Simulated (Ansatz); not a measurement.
# C2H6ClFSi: the cost of one run

Method: RKS r2SCANh-D4/6-31G, in Ansatz 0.2.0.

### 1 Starting point

Bond lengths: F1–C2 1.321 Å, C2–Cl3 1.760 Å, C2–C4 1.487 Å, C4–Si5 1.879 Å, C2–H6 1.111 Å, C4–H7 1.064 Å, C4–H8 1.119 Å, Si5–H9 1.525 Å, Si5–H10 1.486 Å, Si5–H11 1.452 Å. Angles (14 of 18 angles, heavy atoms first): F1–C2–Cl3 105.7°, F1–C2–C4 113.7°, Cl3–C2–C4 109.3°, C2–C4–Si5 114.4°, F1–C2–H6 108.2°, Cl3–C2–H6 109.0°, C4–C2–H6 110.8°, C2–C4–H7 113.8°, C2–C4–H8 107.8°, Si5–C4–H7 109.0°, Si5–C4–H8 104.7°, C4–Si5–H9 111.3°, C4–Si5–H10 106.5°, C4–Si5–H11 111.4°.

Coordinates:

```xyz
11

F    -0.2650   -0.0446    2.0335
C     0.6415   -0.3760    1.1323
Cl    1.3936   -1.8485    1.7342
C     0.0756   -0.6312   -0.2193
Si   -0.6584    0.8851   -1.0510
H     1.4046    0.4300    1.0948
H     0.7579   -1.0973   -0.8902
H    -0.7861   -1.3352   -0.1022
H    -1.7377    1.5249   -0.1846
H     0.4433    1.8758   -1.1698
H    -1.2039    0.5601   -2.3570
```

### 2 Relaxing end A

The input, input.yaml:

```yaml
crystal:
  periodic: [false, false, false]
  atoms:
    - { symbol: F, position_ang: [-0.265, -0.0446, 2.0335] }
    - { symbol: C, position_ang: [0.6415, -0.376, 1.1323] }
    - { symbol: Cl, position_ang: [1.3936, -1.8485, 1.7342] }
    - { symbol: C, position_ang: [0.0756, -0.6312, -0.2193] }
    - { symbol: Si, position_ang: [-0.6584, 0.8851, -1.051] }
    - { symbol: H, position_ang: [1.4046, 0.43, 1.0948] }
    - { symbol: H, position_ang: [0.7579, -1.0973, -0.8902] }
    - { symbol: H, position_ang: [-0.7861, -1.3352, -0.1022] }
    - { symbol: H, position_ang: [-1.7377, 1.5249, -0.1846] }
    - { symbol: H, position_ang: [0.4433, 1.8758, -1.1698] }
    - { symbol: H, position_ang: [-1.2039, 0.5601, -2.357] }
basis:
  gaussian: { orbitals: "6-31G" }
hamiltonian:
  xc: r2scanh
  dispersion: d4
relax:
  f_tol: 0.015
  max_steps: 40
```

Started as:

```console
$ ansatz run input.yaml --threads 1 --pin off --max-ram 2048MiB --backend cpu --events-out ev --progress --plain --runs-dir out
```

What time and memory should one allow on 1 thread of AMD EPYC 9B45 (Zen 5), shared host?

About 25 s, with a peak of 0.2 GiB.
